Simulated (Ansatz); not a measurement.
# BClF2H2: the cost of one run

All numbers below are computed with Ansatz 0.2.0 (RKS B3LYP-D4/def2-SVP).

## (1) Starting point

Bond lengths: B1–F3 1.320 Å, B1–F4 1.320 Å, B1–Cl5 2.160 Å, Cl5–H6 1.527 Å. Angles: F3–B1–F4 120.0°, F3–B1–Cl5 97.0°, F4–B1–Cl5 101.2°, B1–Cl5–H6 58.2°.

As a file:

```xyz
6

B     0.0000    0.0000    0.0000
H     0.0000    0.0000    1.5400
F     1.1431    0.0000   -0.6600
F    -1.1431    0.0000   -0.6600
Cl    0.0903   -2.0478    0.6811
H     0.0386   -0.8759    1.6586
```

## (2) A restrained relaxation towards end A

Springs on the bonds that form and break draw the guess towards this end; the thresholds are loose.

File input.yaml:

```yaml
crystal:
  periodic: [false, false, false]
  atoms:
    - { symbol: B, position_ang: [0.0, 0.0, 0.0] }
    - { symbol: H, position_ang: [0.0, 0.0, 1.54] }
    - { symbol: F, position_ang: [1.1431, 0.0, -0.66] }
    - { symbol: F, position_ang: [-1.1431, 0.0, -0.66] }
    - { symbol: Cl, position_ang: [0.0903, -2.0478, 0.6811] }
    - { symbol: H, position_ang: [0.0386, -0.8759, 1.6586] }
basis:
  gaussian: { orbitals: def2-SVP }
hamiltonian:
  xc: b3lyp
  dispersion: d4
relax:
  f_tol: 0.15
  max_steps: 25
  restrain:
    - { distance: [0, 4], at: 3.06, k: 30.0 }
    - { distance: [5, 1], at: 1.86, k: 30.0 }
    - { distance: [0, 1], at: 1.19, k: 30.0 }
    - { distance: [5, 4], at: 1.37, k: 30.0 }
output:
  orbitals: {}
```

Run with:

```sh
ansatz run input.yaml --threads 1 --pin off --max-ram 2048MiB --backend cpu --events-out ev --progress --plain --runs-dir out
```

What time and memory should one allow on 1 thread of Intel Xeon 6975P-C (Granite Rapids), shared host?

About 9.2 s, with a peak of 0.15 GiB.
